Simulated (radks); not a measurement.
# Rb in [Kr] 5s1: an all-electron calculation

The task here is to estimate one member of a computed series from the others.

The numbers are computed with radks (a radial shooting solver on a logarithmic mesh, Libxc functionals) version 1 (Dirac Kohn-Sham, PBEsol, spin-unpolarised, spherical densities, finite nucleus), except any that are marked as measured or tabulated.

### Starting point

* element: rubidium (Z = 37)
* charge: 0
* electrons: 37
* configuration: [Kr] 5s1
* nuclear rms radius: 4.2036 fm

Outer shells as boxes (Hund's rule):

Rb
```
[Kr] core
5s [↑ ]
```

The first run:

The run's settings:

```text
Z 37
configuration [Kr] 5s1
relativity Dirac
functional pbe_sol,pbe_sol
spin unpolarised
j_filling average
nucleus finite rms 4.2036 fm
c 137.035999084
```

One of the session's tables, all rows but one given; the rest of the session is left out.

It belongs to the step «Radial structure». Sizes of the orbitals, from the radial functions (bohr):

```
level      <r>  outermost maximum (interpolated)  90 % within  nodes
1s1/2  0.04031                            0.0263       0.0721      0
2s1/2   0.1777                             0.150        0.275      1
2p1/2   0.1523                             0.117        0.249      0
2p3/2   0.1564                             0.121        0.255      0
3s1/2   0.5108                             0.451        0.759      2
3p1/2   0.5119                             0.441        0.780      1
3p3/2   0.5224                             0.450        0.795      1
3d3/2   0.5233                             0.391        0.853      0
3d5/2        ?                                 ?            ?      ?
4s1/2    1.455                              1.26         2.15      3
4p1/2    1.700                              1.41         2.58      2
4p3/2    1.739                              1.44         2.64      2
5s1/2    5.249                              4.41         7.89      4
```

Estimate the missing values for 3d5/2.

**Answer.** <r>: 0.5271; outermost maximum (interpolated): 0.394; 90 % within: 0.859; nodes: 0. In the column «<r>» it lies between 3d3/2 (0.5233) and 4s1/2 (1.455).

To keep in mind: Spin polarisation and multiplet splitting are left out.
